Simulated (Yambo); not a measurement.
# MgS (Niningerite) (Fm-3m) in Yambo: notebook

One crystal, MgS (Niningerite), is run at these levels: PBEsol; tasks: optical spectrum.

Everything below comes from runs of Yambo 5.3.0. Logs are shortened: lines on timing, memory, paths and dates and some standing lists are left out, and cuts for length are marked.

### 1 The crystal as given

Symmetry: Fm-3m, No. 225, cubic system. Conventional cell: a = 5.203 Å, b = 5.203 Å, c = 5.203 Å, α = 90.00°, β = 90.00°, γ = 90.00°. Around S (site symmetry m-3m) lie 6 Mg at 2.60 Å. Mg (site symmetry m-3m) has 6 S at 2.60 Å as nearest neighbours.

### 2 Optical spectrum, PBEsol

The input, optics0.in:

```
optics
chi
Chimod= "IP"
% BndsRnXd
 1 | 23 |
%
% LongDrXd
 1 | 0 | 0 |
%
% QpntsRXd
 1 | 1 |
%
% EnRngeXd
 0 | 30 | eV
%
% DmRngeXd
 0.1 | 0.1 | eV
%
ETStpsXd= 200
```

The input, scf.in:

```
&CONTROL
  calculation = 'scf'
  prefix = 'pwscf'
  outdir = './tmp'
  pseudo_dir = './pseudo'
/
&SYSTEM
  ibrav = 0
  nat = 2
  ntyp = 2
  ecutwfc = 84
  nbnd = 14
  occupations = 'smearing'
  smearing = 'fd'
  degauss = 0.00367493
  force_symmorphic = .true.
/
&ELECTRONS
  conv_thr = 4d-10
  electron_maxstep = 120
  mixing_beta = 0.5
/
ATOMIC_SPECIES
S     32.0600 S.upf
Mg    24.3050 Mg.upf
CELL_PARAMETERS bohr
   0.0000000000    4.9164059721    4.9164059721
   4.9164059721    0.0000000000    4.9164059721
   4.9164059721    4.9164059721    0.0000000000
ATOMIC_POSITIONS bohr
S      4.9164059721    4.9164059721    4.9164059721
Mg     0.0000000000    0.0000000000    0.0000000000
K_POINTS automatic
20 20 20 0 0 0
```

The input, nscf.in:

```
&CONTROL
  calculation = 'nscf'
  prefix = 'pwscf'
  outdir = './tmp'
  pseudo_dir = './pseudo'
/
&SYSTEM
  ibrav = 0
  nat = 2
  ntyp = 2
  ecutwfc = 84
  nbnd = 38
  occupations = 'fixed'
  force_symmorphic = .true.
/
&ELECTRONS
  conv_thr = 1d-08
  diago_full_acc = .true.
  diago_thr_init = 1d-06
/
ATOMIC_SPECIES
S     32.0600 S.upf
Mg    24.3050 Mg.upf
CELL_PARAMETERS bohr
   0.0000000000    4.9164059721    4.9164059721
   4.9164059721    0.0000000000    4.9164059721
   4.9164059721    4.9164059721    0.0000000000
ATOMIC_POSITIONS bohr
S      4.9164059721    4.9164059721    4.9164059721
Mg     0.0000000000    0.0000000000    0.0000000000
K_POINTS automatic
20 20 20 0 0 0
```

Potentials or basis: PseudoDojo 0.4.1 SR PBEsol standard.

The run is started by

```
> OMP_NUM_THREADS=1 pw.x -in scf.in > scf.out
> OMP_NUM_THREADS=1 pw.x -in nscf.in > nscf.out
> cd tmp/pwscf.save; p2y; mv SAVE ../..; cd ../..
> OMP_NUM_THREADS=1 yambo
> OMP_NUM_THREADS=1 yambo -F optics0.in -J optics0 -C optics0_out
```

Yambo's report:

```text
[... sections 02.01 to 02.04 as in the set-up run ...]

  [02.05] Energies & Occupations
  ==============================

  [X] === General ===
  [X] Electronic Temperature                        :  0.000000  0.000000 [eV K]
  [X] Bosonic    Temperature                        :  0.000000  0.000000 [eV K]
  [X] Finite Temperature mode                       : no
  [X] El. density                                   :  0.45430E+24 [cm-3]
  [X] Fermi Level                                   :  6.311359 [eV]

  [X] === Gaps and Widths ===
  [X] Conduction Band Min                           :  2.702917 [eV]
  [X] Valence Band Max                              :  0.000000 [eV]
  [X] Filled Bands                                  :   8
  [X] Empty Bands                                   :    9   38
  [X] Direct Gap                                    :  3.589750 [eV]
  [X] Direct Gap localized at k                     :  1
  [X] Indirect Gap                                  :  2.702917 [eV]
  [X] Indirect Gap between kpts                     :    1  111
  [X] Last valence band width                       :  2.388375 [eV]
  [X] 1st conduction band width                     :  3.393195 [eV]

 [03] Transferred momenta grid and indexing
 ==========================================

 IBZ Q-points                                      :  256
 BZ  Q-points                                      :   8000

 K/Q-points units:
 rlu = crystal or reduced units; cc = cartesian coordinates; iku = interal k-units

 Q [  1]        [rlu]:  0.000000  0.000000  0.000000
 Q [  2]        [rlu]: -0.35701E-18 -0.35701E-18  0.50000E-01
 Q [  3]        [rlu]: -0.71402E-18 -0.71402E-18  0.10000
 Q [  4]        [rlu]:  0.22409E-17  0.22409E-17  0.15000
 Q [  5]        [rlu]: -0.74657E-17  0.64121E-17  0.20000
 Q [  6]        [rlu]: -0.55787E-16 -0.55787E-16  0.25000
[... 42 lines left out ...]
 Q [ 49]        [rlu]: -0.13176E-16  0.15000      0.20000
 Q [ 50]        [rlu]: -0.25451E-16  0.15000      0.25000

 Remaining 206 points informations can be written running with -fatlog

 [WARNING] [Xd] User bands 1-23 break level degeneracy

 [04] Dipoles
 ============

  [04.01] Setup: observables and procedures
  =========================================

  [WF-Oscillators/G space/Transverse up loader] Normalization (few states)  min/max  :  0.46990E-17   1.0000

  [WR./optics0//ndb.dipoles]------------------------------------------------------
   Brillouin Zone Q/K grids (IBZ/BZ)                :    256   8000    256   8000
   RL vectors                                       :   4015 [WF]
   Fragmentation                                    : yes
   Electronic Temperature                           :  0.000000 [K]
   Bosonic    Temperature                           :  0.000000 [K]
   DIP band range                                   :   1  23
   DIP band range limits                            :   8   9
   DIP e/h energy range                             : -1.000000 -1.000000 [eV]
   RL vectors in the sum                            :   4015
   [r,Vnl] included                                 : yes
   Bands ordered                                    : yes
   Direct v evaluation                              : no
   Approach used                                    : G-space v
   Dipoles computed                                 : R V P [G-space]
   Wavefunctions                                    : Perdew, Burke & Ernzerhof SOL(X)+Perdew, Burke & Ernzerhof SOL(C)

  [WARNING] [r,Vnl^pseudo] included in position and velocity dipoles.

  [WARNING] In case H contains other non local terms, these are neglected

 [05] Optics
 ===========

 [X-CG] R(p) Tot o/o(of R):    25592   960000      100
```

It took 6.8 min on 1 thread of Arm Neoverse V2, shared host; peak memory 0.43 GiB.

Results:

```yaml
Band_gap_on_the_k_mesh_mean-field_level: 2.70 eV, indirect (least direct gap 3.59 eV)
Absorption_peak: 6.03 eV
Electronic_dielectric_constant_along_the_field: 6.05
```

Dielectric function (along the field direction of the input):
```
energy (eV)  real part  imaginary part
       0.30       6.06            0.08
       0.75       6.12            0.08
       1.21       6.24            0.09
       1.81       6.50            0.10
       2.26       6.80            0.12
       2.71       7.24            0.15
       3.32       8.17            0.25
       3.77       9.35            0.73
       4.22      10.86            1.47
       4.82      13.63            4.69
       5.28      12.55           11.62
       5.73       9.96           12.99
       6.33      -0.31           12.30
       6.78       0.31            8.96
       7.24       1.01            9.07
       7.84      -2.26            9.36
       8.29      -4.26            8.01
       8.74      -3.68            4.96
       9.35      -3.08            3.62
       9.80      -2.68            2.71
      10.25      -2.88            2.68
      10.85      -2.35            2.19
      11.31      -2.16            1.63
      11.76      -1.86            1.41
      12.36      -1.57            0.95
      12.81      -1.41            0.86
      13.27      -1.23            0.69
      13.87      -0.90            0.48
      14.32      -0.77            0.47
      14.77      -0.61            0.37
      15.38      -0.46            0.37
      15.83      -0.34            0.33
      16.28      -0.23            0.29
      16.88      -0.17            0.29
      17.34      -0.08            0.24
      17.79       0.00            0.25
      18.39       0.03            0.24
      18.84       0.11            0.19
      19.30       0.16            0.23
      19.90       0.18            0.19
```

Energy-loss function:
```csv
energy (eV),loss
0.0,0.002
1.4,0.002
2.6,0.003
3.9,0.009
5.3,0.040
6.5,0.090
7.8,0.101
9.2,0.140
10.4,0.192
11.8,0.258
13.1,0.344
14.3,0.582
15.7,1.294
16.9,2.593
18.2,4.218
19.6,3.227
20.8,1.999
22.2,0.857
23.5,0.471
24.7,0.263
26.1,0.113
27.4,0.083
28.6,0.037
30.0,0.025
```

Caveat: independent-particle spectra lack excitons. A k mesh can miss the band edges.

### 3 Optical spectrum, PBEsol

The input, optics1.in:

```
optics
chi
Chimod= "HARTREE"
% BndsRnXd
 1 | 23 |
%
NGsBlkXd= 1 Ry
% LongDrXd
 1 | 0 | 0 |
%
% QpntsRXd
 1 | 1 |
%
% EnRngeXd
 0 | 10 | eV
%
% DmRngeXd
 0.2 | 0.2 | eV
%
ETStpsXd= 150
```

scf.in is that of step 2.

nscf.in is that of step 2.

Potentials or basis: PseudoDojo 0.4.1 SR PBEsol standard.

The run is started by

```
> OMP_NUM_THREADS=1 pw.x -in scf.in > scf.out
> OMP_NUM_THREADS=1 pw.x -in nscf.in > nscf.out
> cd tmp/pwscf.save; p2y; mv SAVE ../..; cd ../..
> OMP_NUM_THREADS=1 yambo
> OMP_NUM_THREADS=1 yambo -F optics1.in -J optics1 -C optics1_out
```

Yambo's report:

```text
[... sections 02.01 to 02.04 as in the set-up run ...]

  [02.05] Energies & Occupations
  ==============================

  [X] === General ===
  [X] Electronic Temperature                        :  0.000000  0.000000 [eV K]
  [X] Bosonic    Temperature                        :  0.000000  0.000000 [eV K]
  [X] Finite Temperature mode                       : no
  [X] El. density                                   :  0.45430E+24 [cm-3]
  [X] Fermi Level                                   :  6.311359 [eV]

  [X] === Gaps and Widths ===
  [X] Conduction Band Min                           :  2.702917 [eV]
  [X] Valence Band Max                              :  0.000000 [eV]
  [X] Filled Bands                                  :   8
  [X] Empty Bands                                   :    9   38
  [X] Direct Gap                                    :  3.589750 [eV]
  [X] Direct Gap localized at k                     :  1
  [X] Indirect Gap                                  :  2.702917 [eV]
  [X] Indirect Gap between kpts                     :    1  111
  [X] Last valence band width                       :  2.388375 [eV]
  [X] 1st conduction band width                     :  3.393195 [eV]

 [03] Transferred momenta grid and indexing
 ==========================================

 IBZ Q-points                                      :  256
 BZ  Q-points                                      :   8000

 K/Q-points units:
 rlu = crystal or reduced units; cc = cartesian coordinates; iku = interal k-units

 Q [  1]        [rlu]:  0.000000  0.000000  0.000000
 Q [  2]        [rlu]: -0.35701E-18 -0.35701E-18  0.50000E-01
 Q [  3]        [rlu]: -0.71402E-18 -0.71402E-18  0.10000
 Q [  4]        [rlu]:  0.22409E-17  0.22409E-17  0.15000
 Q [  5]        [rlu]: -0.74657E-17  0.64121E-17  0.20000
 Q [  6]        [rlu]: -0.55787E-16 -0.55787E-16  0.25000
[... 42 lines left out ...]
 Q [ 49]        [rlu]: -0.13176E-16  0.15000      0.20000
 Q [ 50]        [rlu]: -0.25451E-16  0.15000      0.25000

 Remaining 206 points informations can be written running with -fatlog

 [WARNING] [Xd] User bands 1-23 break level degeneracy

 [04] Dipoles
 ============

  [04.01] Setup: observables and procedures
  =========================================

  [WF-Oscillators/G space/Transverse up loader] Normalization (few states)  min/max  :  0.46990E-17   1.0000

  [WR./optics1//ndb.dipoles]------------------------------------------------------
   Brillouin Zone Q/K grids (IBZ/BZ)                :    256   8000    256   8000
   RL vectors                                       :   4015 [WF]
   Fragmentation                                    : yes
   Electronic Temperature                           :  0.000000 [K]
   Bosonic    Temperature                           :  0.000000 [K]
   DIP band range                                   :   1  23
   DIP band range limits                            :   8   9
   DIP e/h energy range                             : -1.000000 -1.000000 [eV]
   RL vectors in the sum                            :   4015
   [r,Vnl] included                                 : yes
   Bands ordered                                    : yes
   Direct v evaluation                              : no
   Approach used                                    : G-space v
   Dipoles computed                                 : R V P [G-space]
   Wavefunctions                                    : Perdew, Burke & Ernzerhof SOL(X)+Perdew, Burke & Ernzerhof SOL(C)

  [WARNING] [r,Vnl^pseudo] included in position and velocity dipoles.

  [WARNING] In case H contains other non local terms, these are neglected

 [05] Optics
 ===========

 [X-CG] R(p) Tot o/o(of R):    25592   960000      100
```

It took 7 min on 1 thread of Arm Neoverse V2, shared host; peak memory 1.6 GiB.

What came out:

```
Band gap on the k mesh, mean-field level                              : 2.70 eV, indirect (least direct gap 3.59 eV)
Absorption peak                                                       : 5.97 eV
Electronic dielectric constant along the field                        : 5.28
Electronic dielectric constant along the field, independent particles : 6.05
```

Dielectric function (along the field direction of the input):
```tsv
energy (eV)	real part	imaginary part
0.27	5.29	0.12
0.74	5.34	0.13
1.28	5.45	0.14
1.74	5.62	0.16
2.28	5.91	0.20
2.82	6.35	0.26
3.29	6.96	0.40
3.83	7.97	0.95
4.36	9.29	1.97
4.83	10.65	4.42
5.37	8.97	9.18
5.84	6.11	11.43
6.38	0.21	9.31
6.91	0.16	6.33
7.38	0.64	6.02
7.92	0.21	5.88
8.46	-1.04	5.84
8.93	-1.46	4.69
9.46	-1.51	3.71
10.00	-1.22	3.07
```

Caveat: these spectra lack excitons. A k mesh can miss the band edges.

### 4 Optical spectrum, PBEsol

The input, optics2.in:

```
optics
chi
tddft
Chimod= "ALDA"
% BndsRnXd
 1 | 23 |
%
NGsBlkXd= 2 Ry
% LongDrXd
 1 | 0 | 0 |
%
% QpntsRXd
 1 | 1 |
%
% EnRngeXd
 0 | 10 | eV
%
% DmRngeXd
 0.05 | 0.05 | eV
%
ETStpsXd= 200
FxcGRLc= 2 Ry
VXCRLvcs= 2 Ry
```

scf.in is that of step 3.

nscf.in is that of step 3.

Potentials or basis: PseudoDojo 0.4.1 SR PBEsol standard.

The run is started by

```
> OMP_NUM_THREADS=1 pw.x -in scf.in > scf.out
> OMP_NUM_THREADS=1 pw.x -in nscf.in > nscf.out
> cd tmp/pwscf.save; p2y; mv SAVE ../..; cd ../..
> OMP_NUM_THREADS=1 yambo
> OMP_NUM_THREADS=1 yambo -F optics2.in -J optics2 -C optics2_out
```

Yambo's report:

```text
[... sections 02.01 to 02.04 as in the set-up run ...]

  [02.05] Energies & Occupations
  ==============================

  [X] === General ===
  [X] Electronic Temperature                        :  0.000000  0.000000 [eV K]
  [X] Bosonic    Temperature                        :  0.000000  0.000000 [eV K]
  [X] Finite Temperature mode                       : no
  [X] El. density                                   :  0.45430E+24 [cm-3]
  [X] Fermi Level                                   :  6.311359 [eV]

  [X] === Gaps and Widths ===
  [X] Conduction Band Min                           :  2.702917 [eV]
  [X] Valence Band Max                              :  0.000000 [eV]
  [X] Filled Bands                                  :   8
  [X] Empty Bands                                   :    9   38
  [X] Direct Gap                                    :  3.589750 [eV]
  [X] Direct Gap localized at k                     :  1
  [X] Indirect Gap                                  :  2.702917 [eV]
  [X] Indirect Gap between kpts                     :    1  111
  [X] Last valence band width                       :  2.388375 [eV]
  [X] 1st conduction band width                     :  3.393195 [eV]

 [03] Transferred momenta grid and indexing
 ==========================================

 IBZ Q-points                                      :  256
 BZ  Q-points                                      :   8000

 K/Q-points units:
 rlu = crystal or reduced units; cc = cartesian coordinates; iku = interal k-units

 Q [  1]        [rlu]:  0.000000  0.000000  0.000000
 Q [  2]        [rlu]: -0.35701E-18 -0.35701E-18  0.50000E-01
 Q [  3]        [rlu]: -0.71402E-18 -0.71402E-18  0.10000
 Q [  4]        [rlu]:  0.22409E-17  0.22409E-17  0.15000
 Q [  5]        [rlu]: -0.74657E-17  0.64121E-17  0.20000
 Q [  6]        [rlu]: -0.55787E-16 -0.55787E-16  0.25000
[... 42 lines left out ...]
 Q [ 49]        [rlu]: -0.13176E-16  0.15000      0.20000
 Q [ 50]        [rlu]: -0.25451E-16  0.15000      0.25000

 Remaining 206 points informations can be written running with -fatlog

 [WARNING] [Xd] User bands 1-23 break level degeneracy

 [04] Dipoles
 ============

  [04.01] Setup: observables and procedures
  =========================================

  [WF-Oscillators/G space/Transverse up loader] Normalization (few states)  min/max  :  0.46990E-17   1.0000

  [WR./optics2//ndb.dipoles]------------------------------------------------------
   Brillouin Zone Q/K grids (IBZ/BZ)                :    256   8000    256   8000
   RL vectors                                       :   4015 [WF]
   Fragmentation                                    : yes
   Electronic Temperature                           :  0.000000 [K]
   Bosonic    Temperature                           :  0.000000 [K]
   DIP band range                                   :   1  23
   DIP band range limits                            :   8   9
   DIP e/h energy range                             : -1.000000 -1.000000 [eV]
   RL vectors in the sum                            :   4015
   [r,Vnl] included                                 : yes
   Bands ordered                                    : yes
   Direct v evaluation                              : no
   Approach used                                    : G-space v
   Dipoles computed                                 : R V P [G-space]
   Wavefunctions                                    : Perdew, Burke & Ernzerhof SOL(X)+Perdew, Burke & Ernzerhof SOL(C)

  [WARNING] [r,Vnl^pseudo] included in position and velocity dipoles.

  [WARNING] In case H contains other non local terms, these are neglected

 [05] Optics
 ===========

 [xc] Functional : Perdew, Burke & Ernzerhof SOL(X)+Perdew, Burke & Ernzerhof SOL(C)
 [xc] LIBXC used to calculate xc functional
  PP Number of Atomic Species                      :  2
  NLCC RL compoments                               :  24693
 [X-CG] R(p) Tot o/o(of R):    25592   960000      100
```

It took 7.1 min on 1 thread of Arm Neoverse V2, shared host; peak memory 1.6 GiB.

Results:

```
Band gap on the k mesh, mean-field level                              : 2.70 eV, indirect (least direct gap 3.59 eV)
Absorption peak                                                       : 5.98 eV
Electronic dielectric constant along the field                        : 5.41
Electronic dielectric constant along the field, independent particles : 6.05
```

Dielectric function (along the field direction of the input):
```csv
energy (eV),real part,imaginary part
0.25,5.42,0.03
0.45,5.44,0.03
0.70,5.47,0.03
0.95,5.51,0.03
1.21,5.58,0.04
1.46,5.66,0.04
1.71,5.76,0.04
1.96,5.88,0.05
2.21,6.03,0.05
2.46,6.22,0.06
2.71,6.45,0.07
2.96,6.73,0.08
3.22,7.10,0.10
3.47,7.63,0.15
3.72,8.42,0.41
3.97,8.85,0.76
4.22,9.99,1.37
4.47,11.15,1.93
4.72,11.73,4.26
4.97,13.51,5.46
5.23,12.07,11.20
5.48,10.44,12.78
5.73,9.07,9.63
5.98,1.35,18.81
6.23,-2.01,10.71
6.48,-2.41,9.04
6.73,-0.32,6.11
6.98,-0.24,5.26
7.24,0.58,5.56
7.49,0.71,6.35
7.74,0.65,6.04
7.99,0.24,5.89
8.24,-0.10,6.55
8.49,-1.96,6.23
8.74,-1.48,4.66
8.99,-1.92,4.66
9.25,-2.27,3.58
9.50,-1.65,3.74
9.75,-2.12,2.87
10.00,-0.86,3.04
```

Caveat: the LDA kernel is used on GGA states, which is inconsistent by a few percent; these spectra lack excitons. A k mesh can miss the band edges.

(Part 1 of 2 ends here.)
